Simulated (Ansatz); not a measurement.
# TiH: a line through a two-coordinate scan

Computed with Ansatz 0.2.0 (DFT LDA, scalar-relativistic, plane waves, PAW, unless a step's input says otherwise).

### 1 The starting structure

Symmetry: Fm-3m, No. 225, cubic system. The conventional cell has a = 4.103 Å, b = 4.103 Å, c = 4.103 Å, α = 90.00°, β = 90.00°, γ = 90.00°. Ti (site symmetry m-3m) is surrounded by 6 H at 2.05 Å. H (site symmetry m-3m) is surrounded by 6 Ti at 2.05 Å.

Coordinates:

```
CELL_PARAMETERS angstrom
0.00000 2.05162 2.05162
2.05162 0.00000 2.05162
2.05162 2.05162 0.00000
ATOMIC_POSITIONS crystal
Ti 0.00000 0.00000 0.00000
H 0.50000 0.50000 0.50000
```

It goes back to a database entry, which need not be the stable form.

This cell was relaxed beforehand with the same method: volume 8.64 Å³/atom, gap on the mesh none (metal).

### 2 The scan

The energy is mapped over a normal mode and a strain (zone-centre modes of the cell shown) (x along [1 0 0], y along [0 1 0], z along [0 0 1] of the conventional cell).

- amplitude of mode 4 (959 cm⁻¹), largest displacement in the unstrained cell: 11 values from −0.186 to 0.186 Å
- normal strain along x: 7 values from −7.00 to 7.00 %

Nothing else is relaxed (the pattern is fixed in fractional coordinates). Energies count from the relaxed high-symmetry cell. Points are written as (first, second).

The modes come from a phonon run on the reference cell, made beforehand.

Displacement patterns for an amplitude of 1 (Å):

```csv
atom,x1,y1,z1
Ti1,-0.021,0.000,0.000
H2,1.000,0.000,0.000
```

### 3 Grid point (−0.074 Å, −7.00 %)

Contents of input.yaml:

```yaml
crystal:
  lattice:
    - [0.0, 2.0516219871, 2.0516219871]
    - [1.908008448, 0.0, 2.0516219871]
    - [1.908008448, 2.0516219871, 0.0]
  atoms:
    - { symbol: Ti, position: [-0.0003818299, 0.0003818299, 0.0003818299] }
    - { symbol: H, position: [0.5181319952, 0.4818680048, 0.4818680048] }
basis:
  ecutwfc: 520.0
kpoints:
  mp_grid: { grid: [18, 18, 18] }
hamiltonian:
  xc: lda
scf:
  occupations: { method: gaussian, width: 0.15 }
output:
  forces: true
  stress: true
  eigenvalues: true
```

Started as:

```
> ansatz run input.yaml --threads 1 --pin off --max-ram 2048MiB --backend cpu --events-out ev --progress --plain --runs-dir out
```

Q: Estimate wall time and peak memory on 1 thread of AMD EPYC 9R45 (Zen 5), shared host.

About 4.5 s, with a peak of 0.49 GiB.
